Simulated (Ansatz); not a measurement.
# GaSi62: the cost of one run

Method: DFT PBE, plane waves, PAW, scalar-relativistic, no spin polarisation, in Ansatz 0.2.0.

## Step 1: The structure to begin with

The cell holds 63 atoms (GaSi62): a = 10.860 Å, b = 10.860 Å, c = 10.860 Å, α = 90.00°, β = 90.00°, γ = 90.00°.

Its coordinates follow in the input file.

## Step 2: Relaxing end A

File input.yaml:

```yaml
crystal:
  lattice:
    - [10.86, 0.0, 0.0]
    - [0.0, 10.86, 0.0]
    - [0.0, 0.0, 10.86]
  atoms:
    - { symbol: Si, position: [0.4982552, -0.0018154, -0.0002314] }
    - { symbol: Ga, position: [0.6209752, 0.1273064, 0.1261976] }
    - { symbol: Si, position: [0.8738216, 0.3732325, 0.1309197] }
    - { symbol: Si, position: [0.7488406, 0.0005482, 0.2500796] }
    - { symbol: Si, position: [0.8766207, 0.1192596, 0.3714317] }
    - { symbol: Si, position: [-0.0012302, -0.00115, -0.0021923] }
    - { symbol: Si, position: [0.1264734, 0.1237692, 0.1276498] }
    - { symbol: Si, position: [0.2514444, 0.2474512, -0.0036493] }
    - { symbol: Si, position: [0.3798381, 0.3737673, 0.1242574] }
    - { symbol: Si, position: [0.5034336, 0.4987616, 0.0017161] }
    - { symbol: Si, position: [0.6213882, 0.6273113, 0.1269034] }
    - { symbol: Si, position: [0.7505733, 0.7449243, 0.0012725] }
    - { symbol: Si, position: [0.8732584, 0.8774908, 0.1236538] }
    - { symbol: Si, position: [0.2491321, -0.0011563, 0.2544457] }
    - { symbol: Si, position: [0.3724141, 0.1254379, 0.3709802] }
    - { symbol: Si, position: [0.5022483, 0.249215, 0.2497219] }
    - { symbol: Si, position: [0.622885, 0.3738402, 0.3759666] }
    - { symbol: Si, position: [0.7502947, 0.4991764, 0.2530261] }
    - { symbol: Si, position: [0.8783035, 0.6247792, 0.372857] }
    - { symbol: Si, position: [0.5048281, 0.0015274, 0.5004736] }
    - { symbol: Si, position: [0.6252864, 0.1290043, 0.6221064] }
    - { symbol: Si, position: [0.7522414, 0.2462005, 0.5035134] }
    - { symbol: Si, position: [0.8743264, 0.3736168, 0.6280773] }
    - { symbol: Si, position: [0.752716, -0.0025579, 0.7523842] }
    - { symbol: Si, position: [0.8734911, 0.1243365, 0.8786859] }
    - { symbol: Si, position: [-0.0060547, 0.5021048, 0.0023301] }
    - { symbol: Si, position: [0.1302546, 0.6252194, 0.1287785] }
    - { symbol: Si, position: [0.2516449, 0.7471475, 0.0009742] }
    - { symbol: Si, position: [0.3764336, 0.874409, 0.1230589] }
    - { symbol: Si, position: [-0.0075704, 0.251653, 0.2497169] }
    - { symbol: Si, position: [0.1226529, 0.3759204, 0.3748749] }
    - { symbol: Si, position: [0.2552222, 0.4996047, 0.251616] }
    - { symbol: Si, position: [0.3768521, 0.6236756, 0.3771421] }
    - { symbol: Si, position: [0.5028373, 0.7519956, 0.2466691] }
    - { symbol: Si, position: [0.6217215, 0.8751302, 0.3800868] }
    - { symbol: Si, position: [0.0037431, 0.0010438, 0.4975515] }
    - { symbol: Si, position: [0.1284286, 0.1233713, 0.6215184] }
    - { symbol: Si, position: [0.2488722, 0.2486071, 0.4953661] }
    - { symbol: Si, position: [0.3709426, 0.3769073, 0.6298048] }
    - { symbol: Si, position: [0.501618, 0.4975446, 0.499338] }
    - { symbol: Si, position: [0.6242345, 0.6261863, 0.6231931] }
    - { symbol: Si, position: [0.7496985, 0.7510877, 0.4984067] }
    - { symbol: Si, position: [0.8798758, 0.8741762, 0.623086] }
    - { symbol: Si, position: [0.2483618, 0.0028771, 0.7524135] }
    - { symbol: Si, position: [0.3780945, 0.1275793, 0.8733966] }
    - { symbol: Si, position: [0.5027136, 0.2465946, 0.750397] }
    - { symbol: Si, position: [0.6238124, 0.3745482, 0.8775912] }
    - { symbol: Si, position: [0.7462787, 0.4991246, 0.7504067] }
    - { symbol: Si, position: [0.8742762, 0.6275508, 0.8777524] }
    - { symbol: Si, position: [-0.0033153, 0.7520629, 0.250597] }
    - { symbol: Si, position: [0.1217569, 0.8754912, 0.3784265] }
    - { symbol: Si, position: [-0.0001651, 0.5010928, 0.5010342] }
    - { symbol: Si, position: [0.1244145, 0.625473, 0.6220385] }
    - { symbol: Si, position: [0.2500374, 0.7498323, 0.5014021] }
    - { symbol: Si, position: [0.3758461, 0.8730821, 0.6270344] }
    - { symbol: Si, position: [-0.0034499, 0.2547189, 0.7494703] }
    - { symbol: Si, position: [0.1266145, 0.3693108, 0.8781161] }
    - { symbol: Si, position: [0.2499448, 0.5017422, 0.7467993] }
    - { symbol: Si, position: [0.3732291, 0.6255115, 0.8736801] }
    - { symbol: Si, position: [0.5016784, 0.7528529, 0.7475772] }
    - { symbol: Si, position: [0.6251833, 0.8774832, 0.8743104] }
    - { symbol: Si, position: [0.0039998, 0.7476571, 0.75119] }
    - { symbol: Si, position: [0.1246879, 0.8798251, 0.8695008] }
total_charge: 1
basis:
  ecutwfc: 420.0
kpoints:
  mp_grid: { grid: [1, 1, 1] }
hamiltonian:
  xc: pbe
  pseudopotentials: { kind: paw, azcp: { folder: soft_1 } }
scf:
  occupations: { method: fermi_dirac, width: 0.02 }
  lower_state_search: "off"
relax:
  f_tol: 0.03
  max_steps: 60
  adjacent_minimum: "off"
output:
  write_density: true
  write_potential: true
  elf: true
  volumetric_format: npy
```

Run with:

```sh
$ ansatz run input.yaml --threads 4 --pin off --max-ram 10240MiB --backend cpu --events-out ev --progress --plain --runs-dir out
```

What time and memory should one allow on 4 threads of Arm Neoverse V1, shared host?

About 28 s, with a peak of 1.1 GiB.
